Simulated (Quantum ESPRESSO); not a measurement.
Crystal: TeW2.

```
Te W
1.0
     0.00000    3.12995    3.12995
     3.12995    0.00000    3.12995
     3.12995    3.12995    0.00000
Te W
1 2
Direct
  0.00000 0.00000 0.00000
  0.25000 0.25000 0.25000
  0.75000 0.75000 0.75000
```

The cell was built by a generator and needn't be a form met in nature.

| Property | Result |
| --- | --- |
| Program | Quantum ESPRESSO 7.5 |
| Task | phonons |
| Functional | PBEsol |
| Potentials or basis | PseudoDojo 0.4.1 SR PBEsol standard |
| Cutoff | 1088 eV |
| Density cutoff | 4354 eV |
| k mesh | 7 × 7 × 7 |
| Occupations | cold, width 0.2 eV |
| Spin | no spin polarisation |
| Target pressure | 10 GPa |
| Mixing beta | 0.5 |
| Most SCF iterations | 120 |
| SCF threshold | 6e-10 Ry |

The cell and the atoms were relaxed first at 10 GPa, to 18.84 Å³/atom (a = 4.307 Å, b = 4.307 Å, c = 4.307 Å, α = 60.00°, β = 60.00°, γ = 60.00°), and the response was taken there.

Task: Which optical modes does the crystal have at the zone centre, and which show in infrared and Raman spectra?

Result: The optical modes are T2g + T1u. Infrared active: T1u. Raman active: T2g.

Optical modes at Γ, degenerate ones joined:
| cm⁻¹ | components | symmetry | active in |
| --- | --- | --- | --- |
| 95 | 3 | T2g | Raman |
| 240 | 3 | T1u | IR |

Caveat: the cell is more than 3 GPa from zero pressure, which shifts response properties.
